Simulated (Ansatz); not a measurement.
# HfIn4SiO6 (P312) in Ansatz: further runs

Aim: see how the results for HfIn4SiO6 move with the level of theory and the settings. Levels: revPBE, BLYP. Tasks: band structure.

Program: Ansatz 0.2.0. These are calculated values, not measurements. Logs are shortened: lines on timing, memory, paths and dates and some standing lists are left out, and cuts for length are marked.

## Step 1: Starting point

The structure is trigonal, space group P312 (No. 149). Conventional cell: a = 5.277 Å, b = 5.277 Å, c = 10.559 Å, α = 90.00°, β = 90.00°, γ = 120.00°. Hf (site symmetry 32) has 6 O at 2.10 Å as nearest neighbours. Around In (site symmetry 3) lie 3 O at 2.62 Å. Around In (site symmetry 3) lie 3 O at 2.32 Å. Si (site symmetry 32) has 6 O at 1.83 Å as nearest neighbours. Around O (site symmetry 1) lie 1 Si at 1.83 Å and 1 Hf at 2.10 Å.

The cell was built by a generator and needn't be a form met in nature.

## Step 2: Band structure, revPBE

The input, input.yaml:

```yaml
crystal:
  lattice:
    - [5.27743, 0.0, 0.0]
    - [-2.63872, 4.57039, 0.0]
    - [0.0, 0.0, 10.55905]
  atoms:
    - { symbol: Hf, position: [0.0, 0.0, 0.0] }
    - { symbol: In, position: [0.33333, 0.66667, 0.30446] }
    - { symbol: In, position: [0.33333, 0.66667, 0.69554] }
    - { symbol: In, position: [0.66667, 0.33333, 0.78919] }
    - { symbol: In, position: [0.66667, 0.33333, 0.21081] }
    - { symbol: Si, position: [0.33333, 0.66667, 0.0] }
    - { symbol: O, position: [0.30634, 0.37162, 0.89972] }
    - { symbol: O, position: [0.62838, 0.69366, 0.10028] }
    - { symbol: O, position: [0.62838, 0.93471, 0.89972] }
    - { symbol: O, position: [0.06529, 0.37162, 0.10028] }
    - { symbol: O, position: [0.06529, 0.69366, 0.89972] }
    - { symbol: O, position: [0.30634, 0.93471, 0.10028] }
hamiltonian:
  xc: revpbe
  pseudopotentials: { kind: paw }
kpoints:
  mp_grid: { grid: [6, 6, 3] }
  band_path:
    path:
      - [[0.0, 0.0, 0.0], [0.5, 0.0, 0.0], [0.3333333333, 0.3333333333, 0.0], [0.0, 0.0, 0.0], [0.0, 0.0, 0.5], [0.5, 0.0, 0.5], [0.3333333333, 0.3333333333, 0.5], [0.0, 0.0, 0.5]]
      - [[0.5, 0.0, 0.5], [0.5, 0.0, 0.0]]
      - [[0.3333333333, 0.3333333333, 0.0], [0.3333333333, 0.3333333333, 0.5]]
    npoints: 10
scf:
  occupations: { method: fermi_dirac, width: 0.05 }
  n_extra_bands: 30
output:
  forces: true
  stress: true
  eigenvalues: true
  fatbands: false
  write_density: true
  write_potential: true
  elf: true
  volumetric_format: npy
```

Potentials or basis: Ansatz PAW.

The run is started by

```sh
> ansatz run input.yaml --threads 8 --pin off --max-ram 20480MiB --backend cpu --events-out ev --progress --plain --runs-dir out
```

The program printed:

```text
Warning: the atoms were moved onto the symmetric positions of the space group found under crystal.symmetry.tolerance 1.0e-5 (fractional; no operation is sought that the atoms, as they stand in a round, miss by more than twice it, and no atom is moved by as much as it), and the run uses the moved positions. Before a round's move an operation carried an atom to 7.48e-5 Å from where it should land, the largest such distance. Atom 1 (counting from 0) moved farthest, by 3.05e-5 Å; the longest move in fractions of the cell, of whichever atom, is 0.47 of the tolerance, in 1 round. To run the atoms as typed, lower crystal.symmetry.tolerance until the operations that they miss are no longer found, or set crystal.symmetry.detect: false (a key that needs symmetry detection or time reversal refuses this as the deck is read). The positions used, in the order of the run's atom list: position: [4.272540065069098e-17, -9.251929124621909e-18, 0.0]; position: [0.33333333333333337, 0.6666666666666667, 0.30446]; position: [0.33333333333333337, 0.6666666666666667, 0.69554]; position: [0.6666666666666666, 0.3333333333333333, 0.78919]; position: [0.6666666666666666, 0.3333333333333333, 0.21081]; position: [0.33333333333333337, 0.6666666666666667, 0.0]; position: [0.3063366666666667, 0.37162333333333325, 0.89972]; position: [0.6283766666666667, 0.6936633333333334, 0.10028]; position: [0.6283766666666667, 0.9347133333333334, 0.89972]; position: [0.0652866666666667, 0.37162333333333325, 0.10028]; position: [0.0652866666666667, 0.6936633333333334, 0.89972]; position: [0.3063366666666667, 0.9347133333333334, 0.10028]; The lattice was moved too: crystal.lattice keeps the space group found at crystal.symmetry.tolerance 1.0e-5 only nearly: the operation that it misses by the most changes a squared length by the fraction 2.19e-6. The run uses the lattice that is a stretch of the typed one, with no rotation, onto the one that keeps every operation to a double's rounding (on a very oblique basis the stretch itself rounds by more); the deck's lattice vector that moved farthest moved by 3.02e-6 Å. To run the lattice as typed, set crystal.symmetry.tolerance under 5.05e-7, the least fraction by which an operation that the lattice misses changes a squared length (the same key also sets how far an atom may lie from its image, so lowering it can lose operations that the atoms keep only within it), or set crystal.symmetry.detect: false, as for the atoms. crystal.lattice made exact, in Å and degrees: [[5.277430896802439, 2.886751346061088e-6, 0.0], [-2.63871794840122, 4.5703877799721315, 0.0], [0.0, 0.0, 10.55905]]. Pasted over the deck's crystal.lattice, beside positions in fractional coordinates, it runs the same cell (given as lengths and angles, that cell in the form's own orientation, a rigid turn of the misfit's size from the one run here, for which a checkpoint.post_process_only pass over this run's state can be refused: where this run relaxes nothing, give such a pass this deck's own crystal.lattice, as typed; behind a relaxation, as crystal.lattice, the state's own cell, identity.cell in its checkpoint.json), and a matrix so pasted ends this notice, except on a very skew basis of the lattice, where the rounding of the pasted numbers themselves can read as a misfit: the cell is then moved again, and that move is told again. The lattice as run is in this notice's lattice.as_run_ang field (Run.prep()["deck_notices"] in Python, the deck_notice line of an events file, deck_notices of ansatz run --dry-run=json, or deck_notices in record.json in the deck's checkpoint.write directory).
Warning: RAYON_NUM_THREADS=8 ignored (pool sized by the plan → 8); use --threads N
[... 92 lines left out ...]
  k-point 1: bands = ["-55.5137", "-24.3386", "-24.3240", "-24.3240", "-13.7752", "-12.1036", "-12.1036", "-12.0711", "-11.4493", "-11.4493", "-7.7186", "-7.7180", "-7.7172", "-7.7167", "-7.6269", "-7.6243", "-7.6220", "-7.6209", "-7.6182", "-7.6035", "-7.3869", "-7.3860", "-7.3847", "-7.3839", "-7.3798", "-7.3547", "-7.3371", "-7.3371", "-7.2988", "-7.2988", "-5.3605", "-5.3518", "-5.3518", "-5.3166", "-5.3145", "-5.3126", "-5.3126", "-2.1629", "-0.2004", "0.1346", "0.1346", "0.2483", "0.6970", "1.5396", "1.5403", "2.2019", "2.3196", "2.3202", "3.0113", "3.1241", "3.1258", "3.5344", "3.7746", "3.7751", "4.3231", "4.3238", "4.3855", "6.6774", "7.0902", "8.9494", "8.9951", "9.3122", "9.3586", "9.3976", "9.6138", "10.3898", "10.7192", "10.7311", "11.5064", "11.5219", "11.6851", "11.9604", "12.1282", "12.9068", "13.2328", "14.1110", "14.7369", "14.7479", "14.7496", "15.1712", "15.5172", "15.5659", "16.3414", "16.4113", "16.4356", "16.8190", "17.4056", "17.6761", "17.9174"]
  k-point 2: bands = ["-55.5137", "-24.3383", "-24.3264", "-24.3246", "-13.6950", "-12.1819", "-12.1454", "-11.9837", "-11.5060", "-11.4510", "-7.7236", "-7.7218", "-7.7182", "-7.7149", "-7.6315", "-7.6252", "-7.6251", "-7.6160", "-7.6130", "-7.6019", "-7.3990", "-7.3946", "-7.3876", "-7.3834", "-7.3648", "-7.3516", "-7.3402", "-7.3296", "-7.3092", "-7.2999", "-5.3599", "-5.3531", "-5.3520", "-5.3195", "-5.3187", "-5.3124", "-5.3093", "-2.0543", "-0.1939", "-0.0440", "0.3168", "0.4488", "0.6442", "1.1537", "1.6186", "2.2125", "2.4938", "2.6021", "2.9006", "2.9641", "3.0909", "3.5461", "3.6153", "3.8872", "4.1288", "4.2172", "4.8443", "6.1938", "6.6673", "8.3945", "8.8165", "8.9287", "9.4308", "9.5431", "10.1305", "10.7082", "10.7206", "11.2371", "11.3944", "11.6952", "11.9416", "12.2476", "12.3253", "12.8693", "13.6792", "14.2757", "14.5449", "14.5508", "14.6941", "14.9366", "15.4026", "15.6839", "16.5397", "16.6636", "17.0616", "17.1029", "17.6333", "17.6335", "17.8834"]
  k-point 16: bands = ["-55.5137", "-24.3372", "-24.3330", "-24.3283", "-13.3177", "-12.4198", "-12.2132", "-11.9271", "-11.7059", "-11.4177", "-7.7585", "-7.7504", "-7.6917", "-7.6906", "-7.6477", "-7.6249", "-7.6192", "-7.6138", "-7.6105", "-7.6013", "-7.4341", "-7.4116", "-7.3813", "-7.3753", "-7.3666", "-7.3400", "-7.3392", "-7.3304", "-7.3282", "-7.2936", "-5.3586", "-5.3578", "-5.3535", "-5.3347", "-5.3298", "-5.3087", "-5.2954", "-1.4440", "-0.5726", "-0.2238", "0.5199", "0.6510", "0.8764", "1.1918", "1.5697", "1.8092", "2.2896", "2.3751", "3.1683", "3.4194", "3.4828", "3.4943", "3.5918", "3.9202", "4.2605", "4.2748", "4.6817", "4.7768", "5.4237", "7.3517", "7.9257", "9.4459", "9.9218", "9.9324", "10.2715", "10.4583", "11.2043", "11.4372", "12.2329", "12.2829", "12.3241", "13.0101", "13.2319", "13.6700", "13.9554", "13.9737", "14.1536", "14.6634", "14.7076", "14.7649", "15.9110", "16.1723", "16.5895", "17.1538", "17.4221", "17.6766", "17.7080", "18.3951", "18.5406"]
```

rho_z.tsv:

```text
# z_ang	rho[e/angstrom^3]
# format = ansatz-planar-average/11
# lattice	5.277430897	0.000002887	0.000000000
# lattice	-2.638717948	4.570387780	0.000000000
# lattice	0.000000000	0.000000000	10.559050000
# sites	12
# site	72	0.000000000	-0.000000000	0.000000000
# site	49	-0.000001667	3.046926149	3.214808363
# site	49	-0.000001667	3.046926149	7.344241637
# site	49	2.638714615	1.523464518	8.333096669
# site	49	2.638714615	1.523464518	2.225953330
# site	14	-0.000001667	3.046926149	0.000000000
# site	8	0.636061430	1.698463626	9.500188466
# site	8	1.485832548	3.170312236	1.058861534
# site	8	0.849769586	4.272004210	9.500188466
# site	8	-0.636063288	1.698462930	1.058861534
# site	8	-1.485836016	3.170310611	9.500188466
# site	8	-0.849774260	4.272003281	1.058861534
0.000000	1.239257e0
0.146653	1.161681e0
0.293307	9.785193e-1
0.439960	8.009549e-1
0.586614	7.306381e-1
0.733267	7.851988e-1
[... 64 lines left out ...]
10.265743	9.785193e-1
10.412397	1.161681e0
```

Run time: 30 s. Hardware: 8 threads of Arm Neoverse V1, shared host; peak memory 2.1 GiB.

Results:

```yaml
Free_energy: -42202.5712 eV
Pressure: 1.6 GPa
Largest_force: 0.141 eV/Å
Band_gap_on_the_k_mesh: 0.10 eV, indirect (least direct gap 1.73 eV)
Band_gap_along_the_path: 0.13 eV, indirect (least direct gap 1.57 eV)
```

Forces in eV/Å, atoms in the order of the input:
```
Hf   0.000  0.000  0.000
In   0.000  0.000  0.141
In   0.000  0.000 -0.141
In   0.000  0.000 -0.137
In   0.000  0.000  0.137
Si   0.000  0.000  0.000
O    0.027 -0.020 -0.059
O    0.031 -0.013  0.059
O    0.004  0.033 -0.059
O   -0.027 -0.020  0.059
O   -0.031 -0.013 -0.059
O   -0.004  0.033  0.059
```

Levels at the corners of the path, in eV from the valence-band top:
| point | band 56 | band 57 | band 58 | band 59 | band 60 | band 61 | band 62 | band 63 |
| --- | --- | --- | --- | --- | --- | --- | --- | --- |
| Γ | -2.93 | -2.47 | -0.91 | 0.00 | 1.78 | 1.80 | 1.80 | 1.98 |
| M | -3.00 | -2.53 | -2.09 | -1.78 | 1.08 | 1.10 | 1.53 | 2.16 |
| K | -2.98 | -2.58 | -2.30 | -1.81 | 0.13 | 0.64 | 2.24 | 2.49 |
| Γ | -2.93 | -2.47 | -0.91 | 0.00 | 1.78 | 1.80 | 1.80 | 1.98 |
| A | -2.93 | -2.93 | -0.35 | -0.34 | 1.70 | 1.70 | 2.11 | 2.11 |
| L | -2.93 | -2.91 | -2.06 | -1.91 | 0.91 | 1.37 | 1.58 | 2.14 |
| H | -2.82 | -2.73 | -2.63 | -1.75 | 0.18 | 0.58 | 2.33 | 2.65 |
| A | -2.93 | -2.93 | -0.35 | -0.34 | 1.70 | 1.70 | 2.11 | 2.11 |
| L | -2.93 | -2.91 | -2.06 | -1.91 | 0.91 | 1.37 | 1.58 | 2.14 |
| M | -3.00 | -2.53 | -2.09 | -1.78 | 1.08 | 1.10 | 1.53 | 2.16 |
| K | -2.98 | -2.58 | -2.30 | -1.81 | 0.13 | 0.64 | 2.24 | 2.49 |
| H | -2.82 | -2.73 | -2.63 | -1.75 | 0.18 | 0.58 | 2.33 | 2.65 |

Caveat: spin-orbit coupling is left out, which moves the levels of the heavy elements; the PAW data sets come from PBE, with cores solved anew for the run's functional, which leaves a small shift of forces and pressure.

## Step 3: Band structure, BLYP

input.yaml: that of step 2 with these lines changed.

```diff
@@ -19,3 +19,3 @@
 hamiltonian:
-  xc: revpbe
+  xc: blyp
   pseudopotentials: { kind: paw }
```

Potentials or basis: Ansatz PAW.

The run is started by

```sh
> ansatz run input.yaml --threads 8 --pin off --max-ram 20480MiB --backend cpu --events-out ev --progress --plain --runs-dir out
```

Wall time 23 s (8 threads of Arm Neoverse V2, shared host); peak memory 2.1 GiB.

It converged, with:

```
Free energy             : -42264.0140 eV
Pressure                : 2.6 GPa
Largest force           : 0.241 eV/Å
Band gap on the k mesh  : 0.22 eV, indirect (least direct gap 1.80 eV)
Band gap along the path : 0.24 eV, indirect (least direct gap 1.66 eV)
```

Forces in eV/Å, atoms in the order of the input:
```
Hf   0.000  0.000  0.000
In   0.000  0.000  0.241
In   0.000  0.000 -0.241
In   0.000  0.000 -0.226
In   0.000  0.000  0.226
Si   0.000  0.000  0.000
O    0.009  0.035 -0.043
O   -0.026 -0.026  0.043
O   -0.035 -0.010 -0.043
O   -0.009  0.035  0.043
O    0.026 -0.026 -0.043
O    0.035 -0.010  0.043
```

Stress tensor (GPa, compression positive):
```
2.83 0.00 0.00
0.00 2.83 0.00
0.00 0.00 2.29
```

Levels at the corners of the path, in eV from the valence-band top:
```tsv
point	band 56	band 57	band 58	band 59	band 60	band 61	band 62	band 63
Γ	-2.77	-2.36	-0.87	0.00	1.84	1.94	1.94	2.14
M	-2.84	-2.43	-1.97	-1.69	1.21	1.23	1.63	2.23
K	-2.82	-2.45	-2.22	-1.68	0.24	0.77	2.37	2.53
Γ	-2.77	-2.36	-0.87	0.00	1.84	1.94	1.94	2.14
A	-2.77	-2.77	-0.35	-0.31	1.84	1.84	2.26	2.26
L	-2.83	-2.80	-1.96	-1.79	1.05	1.52	1.64	2.21
H	-2.71	-2.67	-2.51	-1.63	0.30	0.71	2.43	2.75
A	-2.77	-2.77	-0.35	-0.31	1.84	1.84	2.26	2.26
L	-2.83	-2.80	-1.96	-1.79	1.05	1.52	1.64	2.21
M	-2.84	-2.43	-1.97	-1.69	1.21	1.23	1.63	2.23
K	-2.82	-2.45	-2.22	-1.68	0.24	0.77	2.37	2.53
H	-2.71	-2.67	-2.51	-1.63	0.30	0.71	2.43	2.75
```

Caveat: the pressure holds a Pulay correction of +0.4 GPa for the finite cutoff; spin-orbit coupling is left out, which moves the levels of the heavy elements; the PAW data sets come from PBE, with cores solved anew for the run's functional, which leaves a small shift of forces and pressure. BLYP gaps usually lie below the measured ones, often by a third to a half.
